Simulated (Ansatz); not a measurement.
# FH2IO2Zr: small, medium and large basis sets

Aim: see how fast density functionals converge with the basis set for FH2IO2Zr.

Computed with Ansatz 0.2.0, Gaussian basis. Level: one geometry, several basis sets.

Levels to be run: PBE0-D4/def2-SVP; ωB97M-V/def2-SVP; PBE0-D4/def2-QZVPP; ωB97M-V/def2-QZVPP; the functionals' def2-TZVPP values are taken from earlier runs.

## Step 1: The geometry

The geometry comes from an earlier relaxation with PBE0-D4 in a triple-zeta def2 set; it is a stationary point, not always the lowest conformer. Zr, I take the def2 core potential; no spin-orbit term is included.

SMILES `[OH][Zr]([OH])([F])[I]`, 7 atoms, charge 0, spin multiplicity 1.

Atoms are counted from 1 here; the program's logs count them from 0.

Bond lengths: O1–Zr2 1.897 Å, O1–H6 0.953 Å, Zr2–O3 1.897 Å, Zr2–F4 1.902 Å, Zr2–I5 2.748 Å, O3–H7 0.953 Å. Angles: Zr2–O1–H6 170.6°, O1–Zr2–O3 111.1°, O1–Zr2–F4 108.6°, O1–Zr2–I5 109.2°, O3–Zr2–F4 108.6°, O3–Zr2–I5 109.2°, F4–Zr2–I5 110.1°, Zr2–O3–H7 170.3°.

## Step 2: PBE0-D4 in def2-SVP

Input file in.yaml:

```yaml
crystal:
  periodic: [false, false, false]
  atoms:
    - {symbol: O, position_ang: [0.259244, 1.120842, 1.237297]}
    - {symbol: Zr, position_ang: [-0.042368, -0.408115, 0.155052]}
    - {symbol: O, position_ang: [0.443333, -0.075903, -1.648816]}
    - {symbol: F, position_ang: [1.020683, -1.840243, 0.816510]}
    - {symbol: I, position_ang: [-2.704342, -1.079587, 0.263804]}
    - {symbol: H, position_ang: [0.410067, 1.968519, 1.645791]}
    - {symbol: H, position_ang: [0.674681, 0.246288, -2.515338]}
basis:
  gaussian: {orbitals: def2-SVP}
hamiltonian: {xc: pbe0, dispersion: d4}
output: {orbitals: {seedname: orbitals}}
```

The runs that follow: ωB97M-V in def2-SVP; PBE0-D4 in def2-QZVPP; ωB97M-V in def2-QZVPP.

Q: Predict the results of all the runs planned. Wanted: PBE0-D4: double and triple zeta above quadruple; ωB97M-V: double and triple zeta above quadruple.

The runs gave:

| quantity | value |
| --- | --- |
| PBE0-D4: double and triple zeta above quadruple | 9.49, 0.50 eV |
| ωB97M-V: double and triple zeta above quadruple | 9.67, 0.48 eV |

In words: For PBE0-D4 the step from double to triple zeta gains 8.99 eV and the next only 0.50 eV. These are total energies; as a rule much of such shifts cancels in differences, which this series doesn't test.
